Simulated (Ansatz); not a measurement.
# GaH5O2S: the cost of one run

Program: Ansatz 0.2.0, Gaussian basis. Level of theory: PBE0-D4/STO-3G. These are calculated values, not measurements.

1 further run of the same task is left out (it didn't finish).

## 1. Starting geometry

The start, a first-order saddle point found at PBE0-D4 in triple zeta: 9 atoms, charge 0, spin multiplicity 1.

Atoms are counted from 1 here; the program's logs count them from 0.

Bond lengths: Ga1–S2 2.420 Å, Ga1–O3 1.784 Å, Ga1–O4 1.783 Å, Ga1–H5 1.886 Å, Ga1–H6 1.745 Å, S2–H5 1.647 Å, S2–H7 1.345 Å, O3–H8 0.959 Å, O4–H9 0.960 Å. Angles: S2–Ga1–O3 117.2°, S2–Ga1–O4 106.7°, S2–Ga1–H5 42.8°, S2–Ga1–H6 78.0°, O3–Ga1–O4 121.7°, O3–Ga1–H5 123.7°, O3–Ga1–H6 113.9°, O4–Ga1–H5 114.5°, O4–Ga1–H6 111.1°, H5–Ga1–H6 35.2°, Ga1–S2–H5 51.0°, Ga1–S2–H7 89.0°, H5–S2–H7 90.6°, Ga1–O3–H8 114.9°, Ga1–O4–H9 112.8°, Ga1–H5–S2 86.2°.

Coordinates:

| atom | x (Å) | y (Å) | z (Å) |
| --- | --- | --- | --- |
| Ga1 | 0.0097 | -0.3602 | 0.1426 |
| S2 | 0.6156 | 1.6601 | -1.0442 |
| O3 | 1.3246 | -1.5002 | 0.5352 |
| O4 | -1.5385 | -0.9157 | -0.5468 |
| H5 | 0.0842 | 1.4892 | 0.5056 |
| H6 | -0.2479 | 0.8662 | 1.3568 |
| H7 | -0.6524 | 1.7532 | -1.4837 |
| H8 | 2.0491 | -1.1239 | 1.0376 |
| H9 | -1.6444 | -1.8687 | -0.5029 |

## 2. Dynamics

Contents of md/in.yaml:

```yaml
crystal:
  periodic: [false, false, false]
  atoms:
    - {symbol: Ga, position_ang: [0.009667, -0.360203, 0.142551]}
    - {symbol: S, position_ang: [0.615613, 1.660070, -1.044198]}
    - {symbol: O, position_ang: [1.324593, -1.500241, 0.535165]}
    - {symbol: O, position_ang: [-1.538455, -0.915747, -0.546832]}
    - {symbol: H, position_ang: [0.084195, 1.489212, 0.505557]}
    - {symbol: H, position_ang: [-0.247934, 0.866222, 1.356797]}
    - {symbol: H, position_ang: [-0.652352, 1.753165, -1.483741]}
    - {symbol: H, position_ang: [2.049143, -1.123926, 1.037564]}
    - {symbol: H, position_ang: [-1.644370, -1.868652, -0.502863]}
basis:
  gaussian: {orbitals: STO-3G}
hamiltonian: {xc: pbe0, dispersion: d4}
md: {n_steps: 30, timestep: 1.0, temperature: 300, ensemble: nve, seed: 158, initial_velocities: maxwell_boltzmann}
```

Command:

```console
$ ansatz run in.yaml --threads 4 --pin off --events-out ev --progress --plain --max-ram 9574MiB
```

**Question.** How long does this run take on 4 threads of Arm Neoverse V2, shared host?

About 17 s.
